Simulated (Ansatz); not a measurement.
**GaH₄NO₂: one species, many methods**

How much do the methods differ for GaH₄NO₂? The plan is to run it at one geometry with functionals of several rungs and with coupled cluster, and see how far each lands from CCSD(T) at the basis-set limit for the atomisation energy.

Program: Ansatz 0.2.0, Gaussian basis. Level of theory: functionals in def2-TZVPP, the program's frozen cores in correlated methods. These are calculated values, not measurements.

The runs, in order: LDA (SPW92), PBE-D4, revPBE-D4, BLYP-D4, r2SCAN-D4, B97M-V, PBE0-D4, B3LYP-D4, r2SCANh-D4, r2SCAN0-D4, HSE06-D4, BHLYP-D4, CAM-B3LYP-D4, LC-ωPBE, ωB97X-V, ωB97M-V, B2PLYP, PBE-QIDH; CCSD(T)/def2-SVP; CCSD(T)/def2-TZVPP; MP2/def2-QZVPP; extrapolation to the limit; RPA on PBE.

## Step 1: Structure used throughout

The geometry comes from an earlier relaxation with PBE0-D4 in a triple-zeta def2 set; it is a stationary point, not always the lowest conformer.

SMILES `[NH2][Ga]([OH])[OH]`, 8 atoms, charge 0, spin multiplicity 1.

Atoms are counted from 1 here; the program's logs count them from 0.

Bond lengths: N1–Ga2 1.809 Å, N1–H5 1.007 Å, N1–H6 1.006 Å, Ga2–O3 1.777 Å, Ga2–O4 1.785 Å, O3–H7 0.960 Å, O4–H8 0.959 Å. Angles: Ga2–N1–H5 119.5°, Ga2–N1–H6 121.6°, H5–N1–H6 111.4°, N1–Ga2–O3 119.2°, N1–Ga2–O4 124.8°, O3–Ga2–O4 115.9°, Ga2–O3–H7 112.6°, Ga2–O4–H8 114.8°.

Geometry (Å):

```
N    -1.4921    0.2199    0.2862
Ga    0.2805    0.0708   -0.0423
O     1.3482    1.4459    0.3162
O     1.0598   -1.3456   -0.7983
H    -1.8272    0.9689    0.8694
H    -2.0861   -0.5890    0.3508
H     2.2552    1.2881    0.0458
H     0.4618   -2.0589   -1.0278
```

## Step 2: LDA

This LDA is Slater exchange with PW92 correlation.

File in.yaml:

```yaml
crystal:
  periodic: [false, false, false]
  atoms:
    - {symbol: N, position_ang: [-1.492066, 0.219922, 0.286236]}
    - {symbol: Ga, position_ang: [0.280486, 0.070762, -0.042347]}
    - {symbol: O, position_ang: [1.348157, 1.445865, 0.316194]}
    - {symbol: O, position_ang: [1.059791, -1.345644, -0.798250]}
    - {symbol: H, position_ang: [-1.827229, 0.968904, 0.869447]}
    - {symbol: H, position_ang: [-2.086122, -0.589037, 0.350796]}
    - {symbol: H, position_ang: [2.255159, 1.288083, 0.045752]}
    - {symbol: H, position_ang: [0.461824, -2.058854, -1.027828]}
basis:
  gaussian: {orbitals: def2-TZVPP}
hamiltonian: {xc: lda}
output: {orbitals: {seedname: orbitals}}
```

Further steps of the session: PBE-D4 (GGA); revPBE-D4 (GGA); BLYP-D4 (GGA); r2SCAN-D4 (meta-GGA); B97M-V (meta-GGA); PBE0-D4 (hybrid); B3LYP-D4 (hybrid); r2SCANh-D4 (hybrid); r2SCAN0-D4 (hybrid); HSE06-D4 (hybrid); BHLYP-D4 (hybrid); CAM-B3LYP-D4 (range-separated); LC-ωPBE (range-separated); ωB97X-V (range-separated); ωB97M-V (range-separated); B2PLYP (double hybrid); PBE-QIDH (double hybrid); CCSD(T) in def2-SVP; CCSD(T) in def2-TZVPP; MP2 in def2-QZVPP; RPA on PBE orbitals.

Before running them: what should the planned runs give, taken together? Wanted: atomisation energy, CCSD(T)/CBS; farthest beyond LDA; mean size of error, GGA; mean size of error, meta-GGA; mean size of error, hybrid; mean size of error, range-separated; mean size of error, double hybrid; gap, smallest and largest; T1 diagnostic.

As calculated:

```
                               quantity                                  value
        atomisation energy, CCSD(T)/CBS                         663.5 kcal/mol
functionals within 6.6 kcal/mol (1.0 %)          PBE-D4, CAM-B3LYP-D4, ωB97X-V
                    farthest beyond LDA              BHLYP-D4 (-42.2 kcal/mol)
                mean size of error, GGA                          10.1 kcal/mol
           mean size of error, meta-GGA                          10.6 kcal/mol
             mean size of error, hybrid                          21.7 kcal/mol
    mean size of error, range-separated                           6.5 kcal/mol
      mean size of error, double hybrid                          15.4 kcal/mol
              gap, smallest and largest  4.57 eV (BLYP-D4), 12.24 eV (LC-ωPBE)
                          T1 diagnostic                                 0.0135
triples share of the correlation energy                                  3.7 %
```

**Reading.** LDA overbinds by 103.2 kcal/mol (16 %). PBE-D4 is off by +4.4 kcal/mol. Double hybrids carry the basis error of their MP2 part in triple zeta, and no dispersion term here, so their miss is partly the set-up's. By mean error the best rung here is range-separated (6.5 kcal/mol) and the worst beyond LDA is hybrid (21.7 kcal/mol). The mean of the hybrids holds BHLYP, with half exact exchange. Misses under about 6.6 kcal/mol are within the doubt on the reference itself, which lacks core-valence correlation, relativity and higher excitations, and its outer-core shells are covered unevenly. Hartree-Fock recovers 64 % of the binding; the rest is correlation. CCSD(T) in def2-SVP is off by -58.3 kcal/mol, worse than the median functional, from the basis alone. Orbital gaps span 4.6 to 12.2 eV; exact exchange widens them. Correlated methods include outer-core shells of Ga, which these sets cover unevenly.
